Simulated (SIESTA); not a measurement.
Crystal: HfMoC2.

```xyz
4
Lattice="3.1914 0.0000 0.0000 0.0000 3.1914 0.0000 0.0000 0.0000 4.4852" Properties=species:S:1:pos:R:3 pbc="T T T"
Hf    0.0000    0.0000    0.0000
Mo    1.5957    1.5957    2.2426
C     1.5957    1.5957    0.0000
C     0.0000    0.0000    2.2426
```

The cell comes from a database or a generator and needn't be the stable form of this composition.

| Item | Value |
| --- | --- |
| Program | SIESTA 5.4.2 |
| Task | single point |
| Functional | PBEsol |
| Potentials or basis | PseudoDojo 0.4 standard (PBEsol files) |
| Basis | DZP (energy shift 0.003 Ry; two zetas on semicore shells) |
| Grid cutoff | 800 Ry |
| Energy shift | 0.003 Ry |
| k mesh | 8 × 8 × 6 |
| Occupations | fermi-dirac, width 0.05 eV |
| Spin | no spin polarisation |

On this cell: pressure -4.5 GPa; largest force under 0.003 eV/Å; band gap on the k mesh none (metal or under the smearing width).

The same run follows on a disturbed copy (atoms moved at random, drawn with an rms of 0.05 Å):

```
Hf Mo C
1.0
     3.19142    0.00000    0.00000
     0.00000    3.19142    0.00000
     0.00000    0.00000    4.48516
Hf Mo C
1 1 2
Direct
  0.99128 0.00120 0.99060
  0.50708 0.49844 0.50548
  0.49023 0.47725 0.01013
  0.01134 0.99367 0.49604
```

Q: What does the disturbed cell give?

A: The energy (extrapolated to zero smearing) moves by +23.9 meV/atom; pressure -3.9 GPa; largest force 1.308 eV/Å; band gap on the k mesh none (metal or under the smearing width).

Forces in eV/Å, atoms in the order of the input:
```
Hf   0.279 -0.850  0.955
Mo  -0.322 -0.144 -0.568
C    0.272  1.021 -0.517
C   -0.228 -0.027  0.128
```

Stress tensor (GPa, compression positive):
```
-2.52  0.02  0.17
 0.02 -2.57  0.10
 0.17  0.10 -6.75
```

Caveats: short orbitals over semicore shells can move pressures by several GPa; the basis of atomic orbitals isn't converged, which shifts pressures, moduli and gaps.
